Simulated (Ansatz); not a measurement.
**C2H7BS: taking an electron away**

An exercise on one series of results from a longer session: the logs are not shown, and one member is left open.

The runs use Ansatz 0.2.0, Gaussian basis; unrestricted cation, the program's frozen cores in correlated methods.

The runs, in order: UKS PBE-D4/def2-TZVPP; UKS r2SCAN-D4/def2-TZVPP; UKS PBE0-D4/def2-TZVPP; UKS B3LYP-D4/def2-TZVPP; UKS wB97X-V/def2-TZVPP; UKS wB97M-V/def2-TZVPP; UKS B2PLYP/def2-TZVPP; UHF-CCSD(T)/def2-TZVPP; UHF-MP2/def2-QZVPP; extrapolation to the limit; then −ε(HOMO) from the neutral's earlier runs with LDA (SPW92), PBE-D4, revPBE-D4, BLYP-D4, r2SCAN-D4, B97M-V, PBE0-D4, B3LYP-D4, r2SCANh-D4, r2SCAN0-D4, HSE06-D4, BHLYP-D4, CAM-B3LYP-D4, LC-ωPBE, ωB97X-V, ωB97M-V.

### The geometry

All runs share one geometry, relaxed beforehand with PBE0-D4 in a triple-zeta def2 set.

SMILES `CCBS`, 11 atoms, charge 0, spin multiplicity 1.

Atoms are counted from 1 here; the program's logs count them from 0.

Bond lengths: C1–C2 1.528 Å, C1–H5 1.093 Å, C1–H6 1.092 Å, C1–H7 1.092 Å, C2–B3 1.561 Å, C2–H8 1.101 Å, C2–H9 1.095 Å, B3–S4 1.778 Å, B3–H10 1.198 Å, S4–H11 1.346 Å. Angles: C2–C1–H5 111.3°, C2–C1–H6 111.1°, C2–C1–H7 111.6°, H5–C1–H6 107.3°, H5–C1–H7 107.5°, H6–C1–H7 107.9°, C1–C2–B3 114.1°, C1–C2–H8 108.7°, C1–C2–H9 110.6°, B3–C2–H8 105.1°, B3–C2–H9 112.3°, H8–C2–H9 105.5°, C2–B3–S4 125.5°, C2–B3–H10 121.2°, S4–B3–H10 113.3°, B3–S4–H11 98.9°.

Set-up of the first run:

The input, in.yaml:

```yaml
crystal:
  periodic: [false, false, false]
  atoms:
    - {symbol: C, position_ang: [-1.404487, 0.465318, 0.135651]}
    - {symbol: C, position_ang: [-0.178100, -0.442970, 0.221024]}
    - {symbol: B, position_ang: [1.183149, 0.310305, 0.088623]}
    - {symbol: S, position_ang: [2.596888, -0.266592, -0.822166]}
    - {symbol: H, position_ang: [-1.485231, 0.930372, -0.849884]}
    - {symbol: H, position_ang: [-1.350190, 1.270351, 0.872100]}
    - {symbol: H, position_ang: [-2.328352, -0.089971, 0.313557]}
    - {symbol: H, position_ang: [-0.152633, -0.908713, 1.218841]}
    - {symbol: H, position_ang: [-0.263746, -1.273507, -0.487423]}
    - {symbol: H, position_ang: [1.369777, 1.357024, 0.640698]}
    - {symbol: H, position_ang: [2.078326, -1.408617, -1.310223]}
basis:
  gaussian: {orbitals: def2-TZVPP}
total_charge: 1
magnetization: {spin_polarized: true, initial_magnetization: 1}
hamiltonian: {xc: pbe, dispersion: d4}
```

Started as:

```bash
> ansatz run in.yaml --threads 2 --pin off --events-out ev --progress --plain --max-ram 32768MiB --backend cpu
```

Steps of the session up to this table: Cation, UKS PBE-D4/def2-TZVPP; Cation, UKS r2SCAN-D4/def2-TZVPP; Cation, UKS PBE0-D4/def2-TZVPP; Cation, UKS B3LYP-D4/def2-TZVPP; Cation, UKS wB97X-V/def2-TZVPP; Cation, UKS wB97M-V/def2-TZVPP; Cation, UKS B2PLYP (frozen core)/def2-TZVPP; Cation, UHF-CCSD(T)/def2-TZVPP; Cation, UHF-MP2/def2-QZVPP.

One of the session's tables, all rows but one given; the rest of the session is left out.

It belongs to the step «Ionisation energies side by side». For comparison, −ε(HOMO) of the neutral from earlier runs:

```
  functional  −ε(HOMO) (eV)
 LDA (SPW92)           7.07
      PBE-D4           6.93
   revPBE-D4           6.88
     BLYP-D4           6.76
   r2SCAN-D4           7.19
      B97M-V           7.25
     PBE0-D4           8.09
    B3LYP-D4           7.84
  r2SCANh-D4              ?
  r2SCAN0-D4           8.26
    HSE06-D4           7.69
    BHLYP-D4           9.10
CAM-B3LYP-D4           9.40
     LC-ωPBE          10.81
     ωB97X-V          10.44
     ωB97M-V          10.29
```

**Question.** Estimate the row for r2SCANh-D4.

Worked estimate for «−ε(HOMO) (eV)». Against the share of exact exchange, r2SCAN-D4 (0, 7.19), r2SCAN0-D4 (0.25, 8.26) give a slope of 4.28 per unit share; at 0.1 the line stands at 7.62.

**Answer.** −ε(HOMO) (eV): 7.62. In «−ε(HOMO) (eV)» the line misses by 0.00.

To keep in mind: The cation may have settled in a state other than its lowest; no search over hole states beyond the program's own was made.
